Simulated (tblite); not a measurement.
# C26H14: the cost of one run

Computed with tblite 0.8.0 and PySCF 2.14.0 and routines of our own; the level stands in each step. Atoms count from 0.

### 1 The system as given

40 atoms, charge 0, multiplicity 1; geometry from: force field, distance geometry or constructed start.

### 2 Geometry optimisation with GFN2-xTB

The job: settings as JSON, then the geometry in Å.

```
{"job": {"kind": "relax", "xc": "GFN2-xTB", "basis": "xTB"}, "charge": 0, "multiplicity": 1}
C      4.559300     0.080900     1.431700
C      3.485600     0.904700     1.761100
C      2.211500     0.596900     1.303600
C      1.940700    -0.505800     0.454900
C      3.036900    -1.392600     0.225400
C      4.322700    -1.064100     0.674300
C      2.844400    -2.621900    -0.425600
C      1.574200    -3.060200    -0.750500
C      0.511000    -2.201300    -0.548400
C     -0.919200    -2.747700    -0.630900
C     -1.897300    -3.674200    -0.815000
C     -2.947500    -2.598000    -0.497600
C     -4.202600    -2.111200    -0.363900
C     -4.285800    -0.708000    -0.106600
C     -3.113800     0.156500    -0.001000
C     -3.073300     1.544900     0.097100
C     -1.849900     2.244200    -0.064900
C     -1.884100     3.640900    -0.126500
C     -0.739100     4.384300    -0.415300
C      0.455600     3.726200    -0.681000
C      0.510500     2.335300    -0.605600
C     -0.602800     1.546700    -0.231600
C     -0.568000     0.135800    -0.080300
C      0.653700    -0.835800    -0.081900
C     -1.853800    -0.441600    -0.068600
C     -1.930000    -1.757200    -0.288600
H      5.555700     0.314100     1.788800
H      3.643700     1.774200     2.399600
H      1.394900     1.241200     1.636000
H      5.168500    -1.722300     0.474000
H      3.687300    -3.296000    -0.588300
H      1.413300    -4.067400    -1.128600
H     -1.934900    -4.722600    -1.077500
H     -5.080900    -2.721400    -0.502400
H     -5.273500    -0.248500    -0.043900
H     -4.006400     2.096000     0.168200
H     -2.819100     4.180800     0.020300
H     -0.787900     5.469200    -0.476800
H      1.340400     4.286300    -0.960300
H      1.450200     1.862700    -0.874600
```

On the command line:

```console
> OMP_NUM_THREADS=1 python large_run.py task.json out
```

The driver reads the jobs from task.json and runs them one after another.

Q: Estimate the wall time and peak memory of this first job on 1 thread of Arm Neoverse V1, shared host.

About 2.4 s, with a peak of 0.18 GiB.
